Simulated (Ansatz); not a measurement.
# AgH2S: the cost of one run

Program: Ansatz 0.2.0, Gaussian basis. Level of theory: RKS PBE-D4/def2-SVP. These are calculated values, not measurements.

Levels: PBE-D4, revPBE-D4, BLYP-D4, r2SCAN-D4, B97M-V, PBE0-D4, B3LYP-D4, HSE06-D4, wB97X-V, wB97M-V, B2PLYP, Hartree-Fock, MP2, CCSD, CCSD(T). The reference is CCSD(T) extrapolated to the basis limit. For elements past Ar these valence bases correlate outer-core shells poorly, so that limit is rough.

Correlated methods freeze the cores. Filled d shells of the heavier atoms are correlated. Core potentials replace the inner electrons past krypton, and spin-orbit coupling is left out. B3LYP uses VWN-RPA correlation. B2PLYP carries no dispersion term here.

163 further runs of the same task are left out: 163 set aside as unsound or not needed.

**1. The system as given**

The pair, from a GFN2-xTB docking trial: 4 atoms, charge 1, spin multiplicity 1.

Atoms are counted from 1 here; the program's logs count them from 0.

Bond lengths: Ag1–S2 2.536 Å, S2–H3 1.341 Å, S2–H4 1.337 Å. Angles: Ag1–S2–H3 100.4°, Ag1–S2–H4 100.4°, H3–S2–H4 92.4°.

Geometry (Å):

| atom | x (Å) | y (Å) | z (Å) |
| --- | --- | --- | --- |
| Ag1 | -0.1509 | -0.1030 | -2.0640 |
| S2 | 0.1567 | -0.5120 | 0.4203 |
| H3 | -0.9409 | 0.0890 | 0.9026 |
| H4 | 0.9350 | 0.5261 | 0.7411 |

Atoms 1 to 1 are fragment A (Ag+), the rest fragment B (H₂S).

**2. A first relaxation in a small basis**

File pre/in.yaml:

```yaml
crystal:
  periodic: [false, false, false]
  atoms:
    - {symbol: Ag, position_ang: [-0.150900, -0.103000, -2.064000]}
    - {symbol: S, position_ang: [0.156700, -0.512000, 0.420300]}
    - {symbol: H, position_ang: [-0.940900, 0.089000, 0.902600]}
    - {symbol: H, position_ang: [0.935000, 0.526100, 0.741100]}
basis:
  gaussian: {orbitals: def2-SVP}
total_charge: 1
hamiltonian: {xc: pbe, dispersion: d4}
relax: {f_tol: 0.03, max_steps: 250}
```

Run with:

```bash
> ansatz run in.yaml --threads 2 --pin off --events-out ev --progress --plain --max-ram 5222MiB
```

**Question.** How long does this run take on 2 threads of Arm Neoverse V1, shared host, and how much memory does it need?

About 3.4 s, with a peak of 0.11 GiB.
